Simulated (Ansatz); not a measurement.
# AlH₅SiZn: taking an electron away

Aim: the vertical ionisation energy of AlH₅SiZn, as cation minus neutral at the neutral's geometry, on several levels, and how well −ε(HOMO) stands in for it.

Computed with Ansatz 0.2.0, Gaussian basis. Level: unrestricted cation, the program's frozen cores in correlated methods.

Plan: UKS PBE-D4/def2-TZVPP; UKS r2SCAN-D4/def2-TZVPP; UKS PBE0-D4/def2-TZVPP; UKS B3LYP-D4/def2-TZVPP; UKS wB97X-V/def2-TZVPP; UKS wB97M-V/def2-TZVPP; UKS B2PLYP (frozen core with 3s3p of Cu, Zn)/def2-TZVPP; UHF-CCSD(T) with 3s3p of Cu, Zn/def2-TZVPP; UHF-MP2 with 3s3p of Cu, Zn/def2-QZVPP; extrapolation to the limit; then −ε(HOMO) from the neutral's earlier runs with LDA (SPW92), PBE-D4, revPBE-D4, BLYP-D4, r2SCAN-D4, B97M-V, PBE0-D4, B3LYP-D4, r2SCANh-D4, r2SCAN0-D4, HSE06-D4, BHLYP-D4, CAM-B3LYP-D4, LC-ωPBE, ωB97X-V, ωB97M-V.

**1. Structure used throughout**

The geometry comes from an earlier relaxation with PBE0-D4 in a triple-zeta def2 set; it is a stationary point, not always the lowest conformer.

SMILES `[AlH2][SiH2][ZnH]`, 8 atoms, charge 0, spin multiplicity 1.

Atoms are counted from 1 here; the program's logs count them from 0.

Bond lengths: Al1–Si2 2.432 Å, Al1–H4 1.590 Å, Al1–H5 1.590 Å, Si2–Zn3 2.378 Å, Si2–H6 1.496 Å, Si2–H7 1.496 Å, Zn3–H8 1.557 Å. Angles: Si2–Al1–H4 120.5°, Si2–Al1–H5 120.6°, H4–Al1–H5 118.8°, Al1–Si2–Zn3 112.2°, Al1–Si2–H6 110.8°, Al1–Si2–H7 110.7°, Zn3–Si2–H6 108.0°, Zn3–Si2–H7 107.9°, H6–Si2–H7 107.0°, Si2–Zn3–H8 179.5°.

**2. Cation, UKS PBE-D4/def2-TZVPP**

Contents of in.yaml:

```yaml
crystal:
  periodic: [false, false, false]
  atoms:
    - {symbol: Al, position_ang: [-1.131126, 0.925103, -1.101815]}
    - {symbol: Si, position_ang: [0.849698, 0.249039, 0.136232]}
    - {symbol: Zn, position_ang: [0.489410, -1.735794, 1.395074]}
    - {symbol: H, position_ang: [-1.411751, 0.342352, -2.554667]}
    - {symbol: H, position_ang: [-2.220191, 1.871787, -0.433461]}
    - {symbol: H, position_ang: [1.279180, 1.325116, 1.082032]}
    - {symbol: H, position_ang: [1.995213, 0.001743, -0.793270]}
    - {symbol: H, position_ang: [0.241766, -3.036445, 2.214077]}
basis:
  gaussian: {orbitals: def2-TZVPP}
total_charge: 1
magnetization: {spin_polarized: true, initial_magnetization: 1}
hamiltonian: {xc: pbe, dispersion: d4}
```

Further steps of the session: Cation, UKS r2SCAN-D4/def2-TZVPP; Cation, UKS PBE0-D4/def2-TZVPP; Cation, UKS B3LYP-D4/def2-TZVPP; Cation, UKS wB97X-V/def2-TZVPP; Cation, UKS wB97M-V/def2-TZVPP; Cation, UKS B2PLYP (frozen core with 3s3p of Cu, Zn)/def2-TZVPP; Cation, UHF-CCSD(T) with 3s3p of Cu, Zn/def2-TZVPP; Cation, UHF-MP2 with 3s3p of Cu, Zn/def2-QZVPP.

**Question.** What will the summary of the whole plan be? Wanted: ionisation energy, CCSD(T)/CBS; nearest functional by difference; nearest −ε(HOMO); −ε(HOMO) of PBE; T1 of the cation.

The runs gave:

```
                        quantity               value
  ionisation energy, CCSD(T)/CBS             9.00 eV
nearest functional by difference  ωB97X-V (-0.08 eV)
                nearest −ε(HOMO)  ωB97X-V (+0.06 eV)
                 −ε(HOMO) of PBE             6.01 eV
                T1 of the cation               0.023
```

**Reading.** Energy differences with functionals land within 0.40 eV of the reference. The PBE orbital energy is 3.0 eV too small: a semilocal HOMO is no ionisation energy. Among orbital estimates ωB97X-V comes nearest. Hartree-Fock falls 1.03 eV short, as the neutral has more correlation energy than the cation. For Zn the d shell is correlated and the shells below it are frozen.
